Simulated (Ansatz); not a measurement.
# Ba8Zn3O11: the cost of one run

Program: Ansatz 0.2.0. Level of theory: DFT PBE, scalar-relativistic, plane waves, PAW. These are calculated values, not measurements.

### Step 1. The structure to begin with

The cell holds 22 atoms (Ba8O11Zn3): a = 7.537 Å, b = 7.670 Å, c = 7.304 Å, α = 94.70°, β = 87.83°, γ = 90.66°.

It is the last frame of an earlier stage of the same melt, run at 1360 K.

The coordinates stand in the first input below.

### Step 2. Dynamics at 300 K

One k point, a Fermi-Dirac width of 0.050 eV and a fixed cell.

Contents of input.yaml:

```yaml
crystal:
  lattice:
    - [7.535096, -0.041092, 0.139904]
    - [-0.041092, 7.66396, -0.306719]
    - [0.139904, -0.306719, 7.296715]
  atoms:
    - { symbol: Ba, position: [0.3026896507, 0.1472706205, 0.706637859] }
    - { symbol: Ba, position: [0.6383551671, 0.5946220481, 0.6376783052] }
    - { symbol: Ba, position: [0.802654462, 0.122809617, 0.5038090569] }
    - { symbol: Ba, position: [0.41453668, 0.652919721, 0.0044750975] }
    - { symbol: Ba, position: [0.9760341752, 0.793467832, 0.1950831788] }
    - { symbol: Ba, position: [0.6796827638, 0.0177824945, 0.9554341751] }
    - { symbol: Ba, position: [0.9956091788, 0.3373394539, 0.0357186351] }
    - { symbol: Ba, position: [0.3092524167, 0.0503005009, 0.2888684739] }
    - { symbol: O, position: [0.5182273221, 0.9134431202, 0.6467002282] }
    - { symbol: O, position: [0.9062685901, 0.6629312573, 0.8905040673] }
    - { symbol: O, position: [0.0780737601, 0.9106599289, 0.5477525712] }
    - { symbol: O, position: [0.227546364, 0.4987276188, 0.2212899207] }
    - { symbol: O, position: [0.8548390624, 0.5137338029, 0.344102921] }
    - { symbol: O, position: [0.2571357704, 0.5305273251, 0.7095503083] }
    - { symbol: O, position: [0.2155550121, 0.9136951074, 0.9761472936] }
    - { symbol: O, position: [0.5300636398, 0.291909959, 0.4049014014] }
    - { symbol: O, position: [0.6088126018, 0.3589020901, 0.921228833] }
    - { symbol: O, position: [0.9348473615, 0.108700183, 0.2003558085] }
    - { symbol: O, position: [0.5905829734, 0.8774764361, 0.183137537] }
    - { symbol: Zn, position: [0.1107520004, 0.7672481931, 0.7603535843] }
    - { symbol: Zn, position: [0.63231488, 0.4193285717, 0.2266693458] }
    - { symbol: Zn, position: [0.2216547243, 0.4881669277, 0.4764006432] }
  symmetry: { detect: false }
basis:
  ecutwfc: 420
  xc_grid: 1
kpoints:
  mp_grid: { grid: [1, 1, 1], shift: [0.0, 0.0, 0.0] }
hamiltonian:
  xc: pbe
scf:
  occupations: { method: fermi_dirac, width: 0.05 }
  lower_state_search: "off"
  convergence: { dr2_threshold: 1.0e-05 }
output:
  forces: true
  stress: true
md:
  timestep: 2.0
  n_steps: 195
  ensemble: nvt_langevin
  friction: 0.03
  temperature: 300.0
  initial_velocities: maxwell_boltzmann
  seed: 6850
```

The run is started by

```bash
ansatz run input.yaml --threads 2 --pin off --max-ram 5120MiB --backend cpu --events-out ev --progress --plain --runs-dir out
```

Q: Estimate wall time and peak memory on 2 threads of Arm Neoverse V1, shared host.

About 5.5 min, with a peak of 0.5 GiB.
